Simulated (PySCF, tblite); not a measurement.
# H6InNO3Si, a small molecule taken as a stand-in for a surface group (indium oxide monomer): infrared bands, NMR shifts and core binding energies

What infrared bands, NMR shifts and core binding energies should one expect for `N[SiH2][O][In]([OH])[OH]`?

Programs: tblite 0.8.0 and PySCF 2.14.0. All values are calculated, for the isolated system unless a continuum is named. Atoms count from 0, parts from 1.

1 further run of the same task is left out (for a known fault of the program).

## (1) The system as given

12 atoms, charge 0, multiplicity 1; geometry: distance geometry start.

## (2) Geometry optimisation with GFN2-xTB

The job: settings as JSON, then the geometry in Å.

```
{"job": {"kind": "relax", "xc": "GFN2-xTB", "basis": "xTB"}, "charge": 0, "multiplicity": 1}
O      1.410958    -1.773849    -2.235296
In     0.898338    -0.947754    -0.417419
O      2.204250    -1.328287     1.172571
O      0.057386     0.942308    -0.488255
Si    -1.276093     1.434634    -1.548986
N     -2.067868    -0.039402    -2.242982
H      0.817625    -1.934509    -2.977428
H      1.958259    -1.711294     2.008343
H     -2.230637     2.165499    -0.796213
H     -0.764196     2.242359    -2.595334
H     -1.668435    -0.416568    -3.100451
H     -2.374193    -0.759440    -1.561801
```

With the program's defaults for keys left out, this is: GFN2-xTB geometry optimisation, gas phase.

Launch:

```
> OMP_NUM_THREADS=1 python cluster_run.py task.json out
```

The driver reads the jobs from task.json and runs them one after another.

Log:

```text
step      E/eV     max force
  0    -576.28137    3.218
  1    -576.53173    1.604
  2    -576.68115    1.198
  3    -576.72332    0.696
  4    -576.87496    0.988
  5    -576.91658    0.849
  6    -576.97914    0.480
  7    -577.00720    0.504
  8    -577.03500    0.461
  9    -577.05268    0.392
 10    -577.07167    0.279
 11    -577.08392    0.249
 12    -577.09103    0.201
 13    -577.09544    0.214
 14    -577.10213    0.317
 15    -577.11123    0.322
 16    -577.11951    0.280
 17    -577.12581    0.240
 18    -577.13156    0.233
 19    -577.13748    0.306
 20    -577.14338    0.273
 21    -577.14960    0.197
 22    -577.15401    0.211
 23    -577.15827    0.239
 24    -577.16534    0.268
 25    -577.17767    0.481
 26    -577.19548    0.869
 27    -577.21920    1.051
 28    -577.24711    0.802
 29    -577.20245    1.922
 30    -577.30190    0.512
 31    -577.31312    0.459
 32    -577.32916    0.328
 33    -577.34721    0.219
 34    -577.35306    0.226
 35    -577.35882    0.248
 36    -577.36265    0.194
 37    -577.36623    0.192
 38    -577.37270    0.264
 39    -577.37935    0.377
 40    -577.39047    0.500
 41    -577.40155    0.342
 42    -577.40931    0.259
 43    -577.41280    0.301
 44    -577.41579    0.321
 45    -577.42026    0.154
 46    -577.42670    0.152
 47    -577.43241    0.123
 48    -577.43512    0.108
 49    -577.43725    0.093
 50    -577.43838    0.111
 51    -577.43952    0.106
 52    -577.44075    0.112
 53    -577.44203    0.106
 54    -577.44327    0.101
 55    -577.44416    0.081
 56    -577.44509    0.085
 57    -577.44626    0.093
 58    -577.44743    0.091
 59    -577.44829    0.106
 60    -577.44900    0.108
 61    -577.44974    0.083
 62    -577.45058    0.092
 63    -577.45132    0.062
 64    -577.45186    0.068
 65    -577.45232    0.074
 66    -577.45291    0.070
 67    -577.45368    0.064
 68    -577.45421    0.044
 69    -577.45447    0.040
 70    -577.45464    0.043
 71    -577.45496    0.055
 72    -577.45567    0.071
 73    -577.45704    0.093
 74    -577.45869    0.082
 75    -577.45964    0.075
 76    -577.46002    0.063
 77    -577.46026    0.063
 78    -577.46071    0.062
 79    -577.46185    0.116
 80    -577.46407    0.212
 81    -577.46802    0.296
 82    -577.47296    0.232
 83    -577.47912    0.228
 84    -577.48521    0.293
 85    -577.49683    0.288
 86    -577.49875    0.440
 87    -577.51840    0.302
 88    -577.53542    0.344
 89    -577.54586    0.688
 90    -577.56505    0.512
 91    -577.57760    0.701
 92    -577.57048    1.172
 93    -577.60527    0.733
 94    -577.61926    0.602
 95    -577.63970    0.264
 96    -577.65511    0.504
 97    -577.66692    0.354
 98    -577.67710    0.295
 99    -577.68361    0.260
100    -577.68949    0.227
101    -577.69580    0.333
102    -577.70338    0.259
103    -577.71094    0.139
104    -577.71781    0.187
105    -577.72431    0.212
106    -577.72894    0.238
107    -577.73559    0.156
108    -577.74062    0.239
109    -577.74521    0.243
110    -577.74860    0.228
111    -577.75185    0.137
112    -577.75144    0.557
113    -577.75476    0.186
114    -577.75596    0.145
115    -577.76245    0.139
116    -577.76669    0.285
117    -577.77201    0.270
118    -577.78022    0.164
119    -577.77882    0.818
120    -577.78959    0.165
121    -577.79359    0.186
122    -577.79693    0.806
123    -577.80386    0.138
124    -577.80606    0.111
125    -577.80900    0.578
126    -577.81279    0.182
127    -577.81564    0.100
128    -577.82004    0.095
129    -577.82129    0.134
130    -577.82250    0.143
131    -577.82371    0.113
132    -577.82425    0.115
133    -577.82494    0.109
134    -577.82607    0.110
135    -577.82751    0.110
136    -577.82894    0.113
137    -577.83013    0.086
138    -577.83102    0.117
139    -577.83147    0.088
140    -577.83194    0.053
141    -577.83223    0.065
142    -577.83257    0.042
143    -577.83297    0.058
144    -577.83374    0.071
145    -577.83454    0.088
146    -577.83514    0.112
147    -577.83527    0.080
148    -577.83574    0.096
149    -577.83618    0.098
150    -577.83723    0.140
151    -577.83802    0.102
152    -577.83875    0.082
153    -577.83914    0.054
154    -577.83953    0.049
155    -577.83969    0.047
156    -577.83982    0.032
157    -577.83989    0.022
158    -577.83996    0.021
159    -577.84003    0.032
160    -577.84012    0.035
161    -577.84022    0.037
162    -577.84032    0.030
163    -577.84043    0.024
164    -577.84054    0.032
165    -577.84065    0.031
166    -577.84077    0.028
167    -577.84090    0.035
168    -577.84105    0.032
169    -577.84121    0.023
170    -577.84132    0.030
171    -577.84138    0.018
172    -577.84142    0.031
173    -577.84146    0.029
174    -577.84149    0.027
175    -577.84153    0.021
176    -577.84156    0.013
177    -577.84157    0.010
178    -577.84158    0.010
179    -577.84159    0.010
180    -577.84161    0.011
181    -577.84163    0.012
182    -577.84166    0.014
183    -577.84169    0.021
184    -577.84174    0.026
185    -577.84180    0.024
186    -577.84187    0.022
187    -577.84193    0.020
188    -577.84197    0.016
189    -577.84199    0.012
190    -577.84200    0.013
191    -577.84201    0.009
192    -577.84202    0.005
```

It took 6.3 s on 1 thread of Intel Xeon at 2.50GHz, shared host.

Along the way:

```
step  energy from step 0 (eV)  largest force (eV/Å)
   0                   0.0000                3.2188
   8                  -0.7536                0.4611
  16                  -0.8381                0.2800
  24                  -0.8840                0.2677
  32                  -1.0478                0.3278
  40                  -1.1091                0.5004
  48                  -1.1537                0.1080
  56                  -1.1637                0.0856
  64                  -1.1705                0.0676
  72                  -1.1743                0.0709
  80                  -1.1827                0.2119
  88                  -1.2541                0.3434
  96                  -1.3737                0.5044
 104                  -1.4364                0.1873
 112                  -1.4701                0.5577
 120                  -1.5082                0.1650
 128                  -1.5387                0.0948
 136                  -1.5476                0.1130
 144                  -1.5524                0.0706
 152                  -1.5574                0.0815
 160                  -1.5587                0.0345
 168                  -1.5597                0.0319
 176                  -1.5602                0.0128
 184                  -1.5604                0.0262
 192                  -1.5607                0.0057
```

Distances of close pairs at the start and the end, largest changes first:

```
   bond  before (Å)  after (Å)  change (Å)
 In1–N5       3.599      2.272      -1.328
In1–Si4       3.418      2.864      -0.554
 O3–Si4       1.774      1.572      -0.201
 In1–O2       2.092      1.928      -0.165
 O0–In1       2.062      1.928      -0.134
 In1–O3       2.070      2.138      +0.069
 Si4–H9       1.417      1.460      +0.042
 Si4–H8       1.418      1.460      +0.041
```

Bonds that formed: In1–N5.

## (3) Harmonic vibrations: GFN2-xTB

The job: settings as JSON, then the geometry in Å.

```
{"job": {"kind": "ir", "xc": "GFN2-xTB", "basis": "xTB"}, "charge": 0, "multiplicity": 1}
O      1.686809    -1.640823    -1.374624
In     0.921818    -0.864840     0.215896
O      1.041012    -1.494596     2.034106
O      0.891859     1.271246     0.120438
Si    -0.632291     1.507551    -0.184226
N     -1.215606    -0.234326    -0.224660
H      2.008067    -0.953029    -1.958068
H      1.143032    -0.755570     2.634292
H     -1.400858     2.112065     0.899603
H     -0.932736     2.012138    -1.520836
H     -1.597341    -0.513986    -1.121350
H     -1.913764    -0.445829     0.479428
```

Method: GFN2-xTB harmonic vibrations, gas phase.

Log:

```text
mode    cm-1     km/mol
  1      74.8      0.35
  2      80.6      7.83
  3     107.4     10.06
  4     117.6      6.54
  5     124.2     15.45
  6     177.6      4.78
  7     185.1     75.10
  8     229.2     65.90
  9     243.0    156.87
 10     402.0     42.99
 11     405.6     43.66
 12     432.0     79.68
 13     477.2     75.22
 14     566.2     79.93
 15     571.5    104.38
 16     610.6     83.50
 17     704.3     48.25
 18     728.9    133.58
 19     750.3    319.94
 20     783.3     40.80
 21     819.5     31.60
 22     865.9    261.66
 23    1067.8    276.29
 24    1480.1     46.87
 25    2265.8    447.47
 26    2286.5    151.35
 27    3385.8     10.83
 28    3389.0      0.57
 29    3620.4     20.94
 30    3622.8     38.86
```

It took 1.3 s on 1 thread of Intel Xeon at 2.50GHz, shared host; peak memory 0.17 GiB.

The strongest bands and the atoms that carry them:

```
cm⁻¹  km/mol                               atoms
 243   156.9  N5 26 %, H7 21 %, H6 19 %, O3 16 %
 750   319.9                    H7 37 %, H6 35 %
 866   261.7         H10 37 %, H11 36 %, N5 15 %
1068   276.3                   O3 63 %, Si4 35 %
2266   447.5                    H9 52 %, H8 44 %
2286   151.3                    H8 53 %, H9 45 %
```

## (4) Geometry optimisation at PBE0-D3(BJ)/def2-SVP

The job: settings as JSON, then the geometry in Å.

```
{"job": {"xc": "PBE0", "basis": "def2-SVP", "d3": "d3bj", "grid": 1, "kind": "geom", "shake": 0.01}, "charge": 0, "multiplicity": 1}
O      1.707218    -1.666379    -1.370443
In     0.916140    -0.869367     0.213740
O      1.020812    -1.496915     2.025454
O      0.925089     1.273504     0.116911
Si    -0.635104     1.500870    -0.194777
N     -1.219514    -0.229506    -0.227046
H      2.017644    -0.955027    -1.957826
H      1.158491    -0.750119     2.629240
H     -1.402686     2.117470     0.918954
H     -0.935432     2.009702    -1.510812
H     -1.606206    -0.516904    -1.112524
H     -1.907961    -0.444914     0.486129
```

Log:

```text
step   0  E = -763.03436472  max force = 0.036207
step   1  E = -763.03755695  max force = 0.026956
step   2  E = -763.04173337  max force = 0.002584
step   3  E = -763.04193754  max force = 0.001142
step   4  E = -763.04207711  max force = 0.001482
step   5  E = -763.04210325  max force = 0.001056
step   6  E = -763.04212644  max force = 0.000587
step   7  E = -763.04213457  max force = 0.000522
step   8  E = -763.04214158  max force = 0.000467
step   9  E = -763.04214569  max force = 0.000499
step  10  E = -763.04214946  max force = 0.000432
optimisation converged
```

Wall time 4.6 min (1 thread of Intel Xeon at 2.50GHz, shared host); peak memory 0.52 GiB.

Relaxation path:

```
step  energy from step 0 (eV)  largest force component (eV/Å)
   0                   0.0000                          1.8618
   1                  -0.0869                          1.3861
   2                  -0.2005                          0.1329
   3                  -0.2061                          0.0587
   4                  -0.2099                          0.0762
   5                  -0.2106                          0.0543
   6                  -0.2112                          0.0302
   7                  -0.2114                          0.0268
   8                  -0.2116                          0.0240
   9                  -0.2117                          0.0257
  10                  -0.2118                          0.0222
```

Distances of close pairs at the start and the end, largest changes first:

```
   bond  before (Å)  after (Å)  change (Å)
 In1–N5       2.273      2.376      +0.103
 In1–O2       1.920      1.996      +0.076
 O0–In1       1.942      1.995      +0.054
 Si4–H9       1.443      1.492      +0.049
 In1–O3       2.145      2.097      -0.048
In1–Si4       2.862      2.899      +0.037
 O3–Si4       1.607      1.626      +0.019
 N5–H10       1.008      1.020      +0.012
```

The end geometry stands in the next job.

```
                         at the end point                value
  point group (found at 0.08 Å tolerance)                   Cs
rotational constants (GHz, main isotopes)  2.840, 1.287, 1.133
                        dipole moment (D)                 3.56
```

## (5) NMR shieldings: PBE0/def2-SVP+pcSseg-1

The job: settings as JSON, then the geometry in Å.

```
{"job": {"kind": "nmr", "xc": "PBE0", "basis": {"default": "pcSseg-1", "In": "def2-SVP"}}, "charge": 0, "multiplicity": 1}
O      1.771069    -1.652156    -1.389700
In     1.033905    -0.741154     0.225316
O      1.059948    -1.516110     2.064494
O      0.851078     1.343181     0.088550
Si    -0.738969     1.512230    -0.205887
N     -1.244676    -0.242180    -0.225712
H      2.156814    -0.999739    -1.986302
H      1.231708    -0.822948     2.712909
H     -1.527827     2.180710     0.869772
H     -1.092457     2.082356    -1.538526
H     -1.587140    -0.616227    -1.110919
H     -1.876630    -0.551153     0.513305
```

Level: GIAO PBE0/pcSseg-1 In:def2-SVP NMR shielding, scalar relativity only through core potentials, gas phase.

Log:

```text
coarse grid: 49992 points
cycle   1  E = -760.4964355265  dE = -1.835e+01  |g| = 2.677e+00  |ddm| = 1.312e+01
cycle   2  E = -676.7924050900  dE =  8.370e+01  |g| = 1.217e+01  |ddm| = 6.269e+01
cycle   3  E = -762.8147621653  dE = -8.602e+01  |g| = 1.524e+00  |ddm| = 6.217e+01
cycle   4  E = -763.0520169118  dE = -2.373e-01  |g| = 1.200e+00  |ddm| = 2.278e+00
cycle   5  E = -763.3032465656  dE = -2.512e-01  |g| = 1.933e-01  |ddm| = 8.028e-01
cycle   6  E = -763.3051961053  dE = -1.950e-03  |g| = 1.584e-01  |ddm| = 2.322e-01
cycle   7  E = -763.3100218960  dE = -4.826e-03  |g| = 1.778e-02  |ddm| = 1.279e-01
cycle   8  E = -763.3100828516  dE = -6.096e-05  |g| = 7.902e-03  |ddm| = 2.389e-02
cycle   9  E = -763.3100944252  dE = -1.157e-05  |g| = 2.512e-03  |ddm| = 7.270e-03
cycle  10  E = -763.3100957062  dE = -1.281e-06  |g| = 3.658e-04  |ddm| = 1.975e-03
final grid: 102824 points
cycle  11  E = -763.3101703361  dE = -5.003e-08  |g| = 3.621e-04  |ddm| = 9.460e-04
cycle  12  E = -763.3101703129  dE =  2.323e-08  |g| = 5.011e-04  |ddm| = 6.519e-04
cycle  13  E = -763.3101703618  dE = -4.888e-08  |g| = 1.014e-04  |ddm| = 3.882e-04
cycle  14  E = -763.3101703637  dE = -1.913e-09  |g| = 1.882e-05  |ddm| = 8.459e-05
cycle  15  E = -763.3101703637  dE = -6.685e-11  |g| = 4.695e-06  |ddm| = 1.701e-05
converged SCF energy = -763.3101703637

GIAO shielding tensors (ppm)
atom      isotropic    diamagn.    paramagn.     s11        s22        s33       span
  0 O      313.161     386.653     -73.491    266.962    321.831    350.691     83.729
  1 In         nan         nan         nan        nan        nan        nan        nan
  2 O      313.705     386.648     -72.943    267.626    322.812    350.676     83.050
  3 O      204.440     394.886    -190.446    109.739    168.581    335.000    225.261
  4 Si     374.263     878.774    -504.511    333.364    335.790    453.633    120.269
  5 N      202.885     323.077    -120.192    138.846    224.032    245.777    106.931
  6 H       30.609      31.262      -0.653     21.332     25.702     44.793     23.462
  7 H       30.605      31.269      -0.663     21.351     25.576     44.889     23.539
  8 H       26.118      28.480      -2.362     22.721     23.089     32.544      9.823
  9 H       26.128      28.465      -2.337     22.721     23.101     32.563      9.841
 10 H       29.015      31.779      -2.764     22.933     24.938     39.173     16.240
 11 H       29.014      31.799      -2.785     22.891     25.058     39.092     16.201
```

Wall time 53 s (1 thread of Intel Xeon at 2.50GHz, shared host); peak memory 0.71 GiB.

Shifts follow as δ = σ(reference) − σ, with reference shieldings (ppm) from runs at the same level and on the same kind of geometry: ¹H TMS 31.27, ²⁹Si TMS 352.0, ¹⁵N NH3 265.7, ¹⁷O H2O 334.6. The references are single molecules in the gas phase, so shifts against H2O, NH3, PH3, H3PO4 or CFCl3 are not on the usual liquid scales and can be off by tens of ppm.

```
atoms                         environment  σ (ppm)  δ (ppm)
   H8                                        26.12     5.15
   H9                                        26.13     5.14
  H11                                        29.01     2.25
  H10                                        29.01     2.25
   H7  hydrogen on an oxygen bonded to In    30.61     0.66
   H6  hydrogen on an oxygen bonded to In    30.61     0.66
   O3             oxygen bonded to In, Si    204.4    130.1
   O0              oxygen bonded to In, H    313.2     21.4
   O2              oxygen bonded to In, H    313.7     20.9
  Si4                                        374.3    -22.3
   N5                                        202.9     62.8
```

Atoms past Kr carry core potentials, so their printed shieldings have no meaning and are left out of the table.

Charges from the same density, by scheme (e):

```
atoms  Mulliken  ESP fit
   O0     -0.62    -0.77
  In1      1.07     1.21
   O2     -0.62    -0.77
   O3     -0.75    -0.74
  Si4      0.93     0.81
   N5     -0.71    -0.88
```

Mayer bond orders: O0–In1 0.94, In1–O2 0.94, In1–O3 0.63, O3–Si4 1.19, Si4–N5 0.72.

With diffuse functions Mulliken charges and Mayer bond orders lose their meaning; the other schemes are steadier.

## (6) Core holes by ΔSCF: SCAN, X2C

The job, as its differences from that of step 5:

```diff
@@ -1,2 +1,2 @@
-{"job": {"kind": "nmr", "xc": "PBE0", "basis": {"default": "pcSseg-1", "In": "def2-SVP"}}, "charge": 0, "multiplicity": 1}
+{"job": {"kind": "xps", "holes": 2}, "charge": 0, "multiplicity": 1}
 O      1.771069    -1.652156    -1.389700
```

Method: delta-SCF UKS SCAN, pcX-2 on the ionised atom, pcseg-1 elsewhere (x2c-SVPall past Kr), spin-free X2C.

Log:

```text
ground state, core basis on atom 0 (O), 171 functions
  cycle   1  E = -6454.92660560  |g| = 1.45e+00
  cycle   2  E = -6452.79780714  |g| = 3.36e+00
  cycle   3  E = -6455.30356865  |g| = 3.83e-01
  cycle   4  E = -6455.32019020  |g| = 3.03e-01
  cycle   5  E = -6455.33816993  |g| = 7.39e-02
  cycle   6  E = -6455.33912685  |g| = 3.19e-02
  cycle   7  E = -6455.33933530  |g| = 4.59e-03
  cycle   8  E = -6455.33934383  |g| = 2.29e-03
  cycle   9  E = -6455.33934559  |g| = 1.51e-03
  cycle  10  E = -6455.33934756  |g| = 1.51e-04
  E(ground) = -6454.91777830 Eh
hole in O 1s of atom 0
  cycle   1  E = -6434.75881547  |g| = 2.22e+00
  cycle   2  E = -6432.72310361  |g| = 2.62e+00
  cycle   3  E = -6435.18487258  |g| = 9.57e-01
  cycle   4  E = -6435.37429422  |g| = 7.41e-01
  cycle   5  E = -6435.57735637  |g| = 2.12e-01
  cycle   6  E = -6435.59134572  |g| = 1.19e-01
  cycle   7  E = -6435.59733886  |g| = 3.35e-02
  cycle   8  E = -6435.59751573  |g| = 2.76e-02
  cycle   9  E = -6435.59785116  |g| = 2.97e-03
  cycle  10  E = -6435.59785396  |g| = 8.67e-04
  cycle  11  E = -6435.59785417  |g| = 2.96e-04
  E(ion) = -6435.17761443 Eh   <S^2> = 0.7634   hole on atom = 1.000   binding energy = 537.157 eV
ground state, core basis on atom 2 (O), 171 functions
  cycle   1  E = -6455.33842567  |g| = 1.14e-01
  cycle   2  E = -6455.33367947  |g| = 1.69e-01
  cycle   3  E = -6455.33870044  |g| = 5.89e-02
  cycle   4  E = -6455.33936848  |g| = 9.46e-03
  cycle   5  E = -6455.33939159  |g| = 3.51e-03
  cycle   6  E = -6455.33939190  |g| = 6.49e-04
  cycle   7  E = -6455.33939053  |g| = 2.87e-04
  E(ground) = -6454.91780884 Eh
hole in O 1s of atom 2
  cycle   1  E = -6434.75839429  |g| = 2.22e+00
  cycle   2  E = -6432.72462146  |g| = 2.62e+00
  cycle   3  E = -6435.18008603  |g| = 9.63e-01
  cycle   4  E = -6435.37551427  |g| = 7.39e-01
  cycle   5  E = -6435.57682481  |g| = 2.11e-01
  cycle   6  E = -6435.59073620  |g| = 1.18e-01
  cycle   7  E = -6435.59665937  |g| = 3.31e-02
  cycle   8  E = -6435.59682871  |g| = 2.75e-02
  cycle   9  E = -6435.59716452  |g| = 3.00e-03
  cycle  10  E = -6435.59716831  |g| = 8.88e-04
  cycle  11  E = -6435.59716948  |g| = 3.05e-04
  E(ion) = -6435.17726320 Eh   <S^2> = 0.7637   hole on atom = 1.000   binding energy = 537.168 eV
```

Wall time 64 s (1 thread of Intel Xeon at 2.50GHz, shared host); peak memory 0.49 GiB.

Atoms past Kr, which the light-atom basis doesn't hold, take an all-electron relativistic set.

The holes in one table. −ε is the ground-state orbital energy:

```
     hole  stands for             environment  ΔSCF (eV)  −ε (eV)   ⟨S²⟩
O1s on O0          O0  oxygen bonded to In, H     537.16    516.0  0.763
O1s on O2          O2  oxygen bonded to In, H     537.17    516.0  0.764
```

## (7) Summary of results

| quantity | value |
| --- | --- |
| strongest single infrared mode (GFN2-xTB) | 2266 cm⁻¹ |
| point group | Cs |
| rotational constants (main isotopes) | 2.84, 1.29, 1.13 GHz |
| ¹H shifts against TMS (PBE0/def2-SVP+pcSseg-1) | 5.15, 5.14, 2.25, 2.25, 0.66, 0.66 ppm |
| ¹⁷O shifts against H2O (PBE0/def2-SVP+pcSseg-1) | 130.1, 21.4, 20.9 ppm |
| ²⁹Si shifts against TMS (PBE0/def2-SVP+pcSseg-1) | -22.3 ppm |
| ¹⁵N shifts against NH3 (PBE0/def2-SVP+pcSseg-1) | 62.8 ppm |
| O1s binding energies, SCAN/pcX-2 (standing for 2 of 3 atoms) | O2 537.17, O0 537.16 eV |

**Reading.** On relaxing, metal atoms bound new neighbours (In1–N5). No mode is imaginary at GFN2-xTB; the softest lies at 75 cm⁻¹. Over 10 steps the energy fell by 0.212 eV; of the close pairs, In1–N5 changed most, 2.273 to 2.376 Å (PBE0/def2-SVP). At PBE0/def2-SVP+pcSseg-1: Shielding is most anisotropic at O3 (span 225 ppm, paramagnetic term -190 ppm). The O1s levels computed lie within 0.01 eV of one another, too close to rank. Only 2 of the 3 O atoms are covered by sound results. Spin-orbit coupling is left out, which matters for shieldings and couplings at and beside the heavy atoms. A capped cluster stands for the solid here, so long-range fields and strain are missing, and bands or shifts of the capping hydrogens have no counterpart in it.
